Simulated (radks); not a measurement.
# Dy²⁺ in [Kr] 4d10 4f10 5s2 5p5 6p1: an all-electron calculation

Wanted: eigenvalues, radial structure and energy terms of the dysprosium ion Dy2+.

Method: Dirac Kohn-Sham, PBEsol, spin-unpolarised, spherical densities, point nucleus; open shells fill j = l - 1/2 first. Code: radks (a radial shooting solver on a logarithmic mesh, Libxc functionals) version 1.

**1. The atom as given**

| Property | Result |
| --- | --- |
| element | dysprosium (Z = 66) |
| charge | +2 |
| electrons | 64 |
| configuration | [Kr] 4d10 4f10 5s2 5p5 6p1 |

**2. The run**

Settings of this run:

```text
Z 66
configuration [Kr] 4d10 4f10 5s2 5p5 6p1 6s0 5d0
relativity Dirac
functional pbe_sol,pbe_sol
spin unpolarised
j_filling energy
nucleus point
c 137.035999084
```

**Question.** What will this run give?

The runs gave:

```
                        quantity                   value
                    total energy     -12162.5383 hartree
exchange-correlation share of it                  2.14 %
                            −T/E                  1.0971
          highest occupied level       6p1/2, -12.799 eV
    most extended occupied level  6p1/2, <r> = 3.84 bohr
 radius at density 0.001 e/bohr³               4.51 bohr
    maxima of the radial density                       4
```

The radial density shows 4 maxima for 6 occupied principal shells; where shells overlap, one shows as a shoulder or not at all. Relativity lifts −T/E to 1.097. This is not the tabulated ground configuration, so its levels and sizes aren't those of the ground state, and no measured value stands beside it.
